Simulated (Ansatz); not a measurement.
FH₄SbSi, SMILES [F][SbH][SiH3], a ladder of methods at one geometry

Program: Ansatz 0.2.0 through its Python package.

`methods_fh4sbsi.py`:
```python
'''FH4SbSi at several levels of theory.'''

import ansatz as az

GEOMETRY = '''
F    -0.49360   -2.12320    1.14510
Sb   -1.50430   -0.77310   -0.03270
Si    0.39790    0.84560    0.06290
H    -0.78550   -1.49840   -1.49920
H     1.69000    0.10870   -0.16650
H     0.46290    1.49630    1.40060
H     0.29390    1.87630   -0.95590
'''

molecule = az.Crystal.molecule()
for line in GEOMETRY.strip().splitlines():
    symbol, *xyz = line.split()
    molecule = molecule.atom(symbol, [float(v) for v in xyz])

calc = molecule.calculation().basis(gaussian='def2-SVP')

methods = ['mp2', 'ccsd', 'ccsd_t']
batch = az.Session.batch([calc.correlation(m).input() for m in methods])
reports = sorted(batch.plan().execute().molecular_reports, key=lambda each: each['member'])
print(f'Hartree-Fock reference {reports[0]["reference_energy_ev"] / 27.211386246:.6f} Ha')
best = reports[-1]['free_energy_ev'] - reports[-1]['reference_energy_ev']
for method, each in zip(methods, reports):
    gained = each['free_energy_ev'] - each['reference_energy_ev']
    print(f'{method:8s} total {each["free_energy_ev"] / 27.211386246:.6f} Ha  correlation {gained:9.4f} eV  ({100 * gained / best:.1f} % of the last)')
```

```console
$ python methods_fh4sbsi.py
Hartree-Fock reference -629.769379 Ha
mp2      total -630.178745 Ha  correlation  -11.1394 eV  (88.9 % of the last)
ccsd     total -630.219614 Ha  correlation  -12.2515 eV  (97.7 % of the last)
ccsd_t   total -630.230089 Ha  correlation  -12.5366 eV  (100.0 % of the last)
```

Total energies depend on the basis set; only differences at equal settings carry meaning. The geometry is a force-field or estimated start, not a minimum of this method, and the basis set is short of its limit. A lower total doesn't mark the better method: functionals have no common bound, and MP2 and coupled cluster aren't variational. def2 sets replace the cores of elements past krypton by effective core potentials. Inner cores stay frozen; a filled d shell under the valence of the heavier atoms is correlated with it.
